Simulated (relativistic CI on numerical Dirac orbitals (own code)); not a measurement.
# Cl IV (Cl³⁺): levels and lines

The task is the spectrum of Cl³⁺: levels, purity of their labels, lifetimes and lines; runs with one setting changed show what the result hangs on.

Method: Dirac-Coulomb-Breit CI, KLI orbitals optimised for each configuration, model QED (radiative potential, 1s self-energy scaled to tabulated hydrogen-like ionisation energies), valence Slater integrals scaled by 0.85, P86 correlation energy added to each configuration. Code: relativistic CI on numerical Dirac orbitals (own code) version 4.

### Step 1. The atom as given

* ion: Cl³⁺ (Cl IV)
* nuclear charge: 17
* electrons: 14
* isotope: A = 35
* first configuration typed: [Ne] 3s2 3p2

Outer shells as boxes (Hund's rule):

first configuration typed
```
[Ne] core
3s [↑↓]
3p [↑ ][↑ ][  ]
```

### Step 2. Base run

Settings, as recorded:

```ini
atom Cl  Z=17  charge=3  electrons=14
nucleus A=35  rms_radius_fm=3.3654
hamiltonian dirac-coulomb  breit=on  qed=on  c_scale=1
orbitals kli  potential=per-configuration
slater_scale 0.85
correlation p86
mixing on
configurations
  [Ne] 3s2 3p2
  [Ne] 3s 3p3
  [Ne] 3s2 3p 3d
  [Ne] 3p4
  [Ne] 3s 3p2 3d
  [Ne] 3s2 3p 4s
  [Ne] 3s2 3p 4p
  [Ne] 3p3 3d
  [Ne] 3s2 3p 4d
  [Ne] 3s2 3d 4p
  [Ne] 3s2 3p 4f
  [Ne] 3s2 3p 5s
  [Ne] 3s2 3d2
  [Ne] 3s 3d3
  [Ne] 3p2 3d2
  [Ne] 3p 3d3
  [Ne] 3p 3d2 4s
  [Ne] 3p 3d2 4p
  [Ne] 3p 3d2 4d
  [Ne] 3s2 3d 4s
  [Ne] 3s 3d2 4s
  [Ne] 3s2 4s2
  [Ne] 3s 3d 4s2
end
```

Launch:

```bash
python run_levels.py task.json out
```

task.json lists these runs, among others, and the program works through them in turn.

### Step 4. No correlation estimate

The settings differ from step 2 so:

```diff
@@ -5,3 +5,3 @@
 slater_scale 0.85
-correlation p86
+correlation none
 mixing on
```

### Step 5. Slater integrals scaled by 1

The settings differ from step 4 so:

```diff
@@ -4,4 +4,4 @@
 orbitals kli  potential=per-configuration
-slater_scale 0.85
-correlation none
+slater_scale 1
+correlation p86
 mixing on
```

### Step 6. Without QED terms

The settings differ from step 5 so:

```diff
@@ -2,5 +2,5 @@
 nucleus A=35  rms_radius_fm=3.3654
-hamiltonian dirac-coulomb  breit=on  qed=on  c_scale=1
+hamiltonian dirac-coulomb  breit=on  qed=off  c_scale=1
 orbitals kli  potential=per-configuration
-slater_scale 1
+slater_scale 0.85
 correlation p86
```

### Step 7. Without configuration mixing

The settings differ from step 6 so:

```diff
@@ -2,3 +2,3 @@
 nucleus A=35  rms_radius_fm=3.3654
-hamiltonian dirac-coulomb  breit=on  qed=off  c_scale=1
+hamiltonian dirac-coulomb  breit=on  qed=on  c_scale=1
 orbitals kli  potential=per-configuration
@@ -6,3 +6,3 @@
 correlation p86
-mixing on
+mixing off
 configurations
```

(Steps that only read results are left out.)

Before running it: what results should come out? Wanted: lowest level; first excitation; lowest level of the other parity; fastest E1 line; ionisation energy; mean error of paired levels.

As calculated:

| run | time | mean size of shift, levels followed (cm⁻¹) | lowest level | ionisation energy (eV) | mean error to measured (cm⁻¹) |
| --- | --- | --- | --- | --- | --- |
| main run | 1.6 s | 0 | 3p2 3P0 | 53.408 | 9295 |
| no correlation estimate | 1.6 s | 412 | 3p2 3P0 | 52.262 | 6498 |
| Slater integrals scaled by 1 | 1.7 s | 1843 | 3p2 3P0 | 53.555 | 14068 |
| without QED terms | 1.4 s | 38.6 | 3p2 3P0 | 53.406 | 9290 |
| without configuration mixing | 1.9 s | 2577 | 3p2 3P0 | - | 3332 |

The semi-empirical ionisation energy (NIST) is 53.24 eV.

| quantity | value |
| --- | --- |
| lowest level | 3p2 3P0 |
| first excitation | 3p2 3P1, 484.5 cm⁻¹ |
| lowest level of the other parity | 3s 3p3 5S°2, 77918 cm⁻¹ |
| levels in the model | 1221 |
| fastest E1 line (by rate) to the lowest level among the lowest 167 of 1221 levels | 50.95 nm, from 3p 3d 3D°1 |
| ionisation energy | 53.408 eV |
| ionisation energy, semi-empirical (NIST) | 53.24 eV |
| mean error of paired levels | 9295 cm⁻¹ over 24 |

**Reading.** 3p2 3P0 comes out lowest; its LS label holds 96 % and its jj label 68 %; over the low levels the means are 92 and 64 %, so LS coupling describes them better. The ionisation energy from the two ground configurations alone is 0.32 % above the semi-empirical value. Of the changes tried, the run «without configuration mixing» moves the low levels most, by 2577 cm⁻¹ on average. The run «without configuration mixing» comes nearer the measured levels than the main run (3332 against 9295 cm⁻¹). The scale of 0.85 was itself chosen against such measured levels. In a near-neutral ion this small CI can misplace whole configurations by 10,000 cm⁻¹ or more. Lifetimes count radiative decay inside the model alone.
